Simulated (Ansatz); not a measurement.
# CH₅F₂GeN: small, medium and large basis sets

One table from this session's results is given with a row withheld; the runs are named, their logs left out.

The runs use Ansatz 0.2.0, Gaussian basis; one geometry, several basis sets.

The runs, in order: PBE0-D4/def2-SVP; ωB97M-V/def2-SVP; PBE0-D4/def2-QZVPP; ωB97M-V/def2-QZVPP; the functionals' def2-TZVPP values are taken from earlier runs.

### Structure used throughout

An earlier PBE0-D4 in a triple-zeta def2 set relaxation fixed the geometry.

SMILES `C[NH][GeH]([F])[F]`, 10 atoms, charge 0, spin multiplicity 1.

Atoms are counted from 1 here; the program's logs count them from 0.

Bond lengths: C1–N2 1.454 Å, C1–H6 1.096 Å, C1–H7 1.093 Å, C1–H8 1.091 Å, N2–Ge3 1.791 Å, N2–H9 1.008 Å, Ge3–F4 1.724 Å, Ge3–F5 1.733 Å, Ge3–H10 1.523 Å. Angles: N2–C1–H6 113.5°, N2–C1–H7 110.0°, N2–C1–H8 109.4°, H6–C1–H7 108.5°, H6–C1–H8 108.0°, H7–C1–H8 107.2°, C1–N2–Ge3 122.0°, C1–N2–H9 113.9°, Ge3–N2–H9 115.5°, N2–Ge3–F4 106.6°, N2–Ge3–F5 113.2°, N2–Ge3–H10 114.8°, F4–Ge3–F5 101.8°, F4–Ge3–H10 111.3°, F5–Ge3–H10 108.5°.

Set-up of the first run:

File in.yaml:

```yaml
crystal:
  periodic: [false, false, false]
  atoms:
    - {symbol: C, position_ang: [-0.933293, -0.828587, 0.677507]}
    - {symbol: N, position_ang: [0.426226, -0.340040, 0.515940]}
    - {symbol: Ge, position_ang: [0.878956, 0.788831, -0.798168]}
    - {symbol: F, position_ang: [0.330866, 0.075904, -2.268680]}
    - {symbol: F, position_ang: [-0.020534, 2.269641, -0.764556]}
    - {symbol: H, position_ang: [-1.585938, -0.134354, 1.218169]}
    - {symbol: H, position_ang: [-0.925797, -1.783545, 1.208723]}
    - {symbol: H, position_ang: [-1.372829, -1.008663, -0.304811]}
    - {symbol: H, position_ang: [0.922673, -0.217004, 1.384977]}
    - {symbol: H, position_ang: [2.362671, 1.126717, -0.866202]}
basis:
  gaussian: {orbitals: def2-SVP}
hamiltonian: {xc: pbe0, dispersion: d4}
output: {orbitals: {seedname: orbitals}}
```

Started as:

```sh
$ ansatz run in.yaml --threads 4 --pin off --events-out ev --progress --plain --max-ram 10444MiB
```

Steps of the session up to this table: PBE0-D4 in def2-SVP; ωB97M-V in def2-SVP; PBE0-D4 in def2-QZVPP; ωB97M-V in def2-QZVPP.

One of the session's tables, all rows but one given; the rest of the session is left out.

It belongs to the step «Functionals by basis». 

```
functional       basis  HOMO (eV)  LUMO (eV)
   PBE0-D4    def2-SVP          ?          ?
   PBE0-D4  def2-TZVPP      -7.56       0.45
   PBE0-D4  def2-QZVPP      -7.61       0.20
   ωB97M-V    def2-SVP      -9.77       2.74
   ωB97M-V  def2-TZVPP      -9.93       2.14
   ωB97M-V  def2-QZVPP      -9.98       1.51
```

Estimate the missing values for PBE0-D4, def2-SVP.

As computed: HOMO (eV): -7.42; LUMO (eV): 0.80. In the column «HOMO (eV)» it is the highest.
